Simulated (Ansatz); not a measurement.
**AlH₅O₃Si: one species, many methods**

An exercise on one series of results from a longer session: the logs are not shown, and one member is left open.

The runs use Ansatz 0.2.0, Gaussian basis; functionals in def2-TZVPP, the program's frozen cores in correlated methods.

Plan: PBE-D4, r2SCAN-D4, PBE0-D4, B3LYP-D4, ωB97X-V, ωB97M-V, B2PLYP; CCSD(T)/def2-TZVPP; MP2/def2-QZVPP; extrapolation to the limit.

**Structure used throughout**

An earlier PBE0-D4 in a triple-zeta def2 set relaxation fixed the geometry.

SMILES `O[SiH2][Al]([OH])[OH]`, 10 atoms, charge 0, spin multiplicity 1.

Atoms are counted from 1 here; the program's logs count them from 0.

Bond lengths: O1–Si2 1.660 Å, O1–H6 0.958 Å, Si2–Al3 2.441 Å, Si2–H7 1.491 Å, Si2–H8 1.491 Å, Al3–O4 1.691 Å, Al3–O5 1.700 Å, O4–H9 0.955 Å, O5–H10 0.955 Å. Angles: Si2–O1–H6 115.5°, O1–Si2–Al3 107.5°, O1–Si2–H7 109.1°, O1–Si2–H8 109.1°, Al3–Si2–H7 112.5°, Al3–Si2–H8 112.5°, H7–Si2–H8 106.0°, Si2–Al3–O4 124.6°, Si2–Al3–O5 110.3°, O4–Al3–O5 125.1°, Al3–O4–H9 127.8°, Al3–O5–H10 128.5°.

Set-up of the first run:

File in.yaml:

```yaml
crystal:
  periodic: [false, false, false]
  atoms:
    - {symbol: O, position_ang: [-1.346672, -1.357995, -1.500949]}
    - {symbol: Si, position_ang: [-0.450582, -1.536527, -0.115357]}
    - {symbol: Al, position_ang: [0.475495, 0.650901, 0.447645]}
    - {symbol: O, position_ang: [1.463624, 0.959956, 1.785100]}
    - {symbol: O, position_ang: [-0.014488, 1.811417, -0.693427]}
    - {symbol: H, position_ang: [-1.373778, -0.470915, -1.862890]}
    - {symbol: H, position_ang: [0.606726, -2.561663, -0.346472]}
    - {symbol: H, position_ang: [-1.322769, -2.081549, 0.963799]}
    - {symbol: H, position_ang: [1.849517, 1.792789, 2.047704]}
    - {symbol: H, position_ang: [0.196231, 2.742485, -0.722253]}
basis:
  gaussian: {orbitals: def2-TZVPP}
hamiltonian: {xc: pbe, dispersion: d4}
output: {forces: true, orbitals: {seedname: orbitals}}
```

Run with:

```sh
$ ansatz run in.yaml --threads 4 --pin off --events-out ev --progress --plain --max-ram 10444MiB
```

Steps of the session up to this table: PBE-D4 (GGA); r2SCAN-D4 (meta-GGA); PBE0-D4 (hybrid); B3LYP-D4 (hybrid); ωB97X-V (range-separated); ωB97M-V (range-separated); B2PLYP (double hybrid); CCSD(T) in def2-TZVPP; MP2 in def2-QZVPP.

One table of the session follows, with a row left open; its other results are not shown here.

| method | atomisation energy (kJ/mol) |
| --- | --- |
| PBE-D4 | 3633.6 |
| r2SCAN-D4 | 3616.1 |
| PBE0-D4 | ? |
| B3LYP-D4 | 3587.6 |
| ωB97X-V | 3620.3 |
| ωB97M-V | 3614.7 |
| B2PLYP | 3567.0 |
| HF/def2-TZVPP | 2549.0 |
| MP2/def2-TZVPP | 3613.0 |
| CCSD/def2-TZVPP | 3466.2 |
| CCSD(T)/def2-TZVPP | 3520.8 |
| MP2/CBS | 3733.2 |
| CCSD(T)/CBS | 3641.1 |

**Question.** Estimate the row for PBE0-D4.

The run gave: atomisation energy (kJ/mol): 3548.9. In the column «atomisation energy (kJ/mol)» it lies between CCSD(T)/def2-TZVPP (3520.8) and B2PLYP (3567.0).

Limits of these values: Free atoms (3 O, 1 Si, 1 Al, 5 H) were run apart at each level; the atomisation energy is their sum less the molecule, without zero-point or spin-orbit terms.
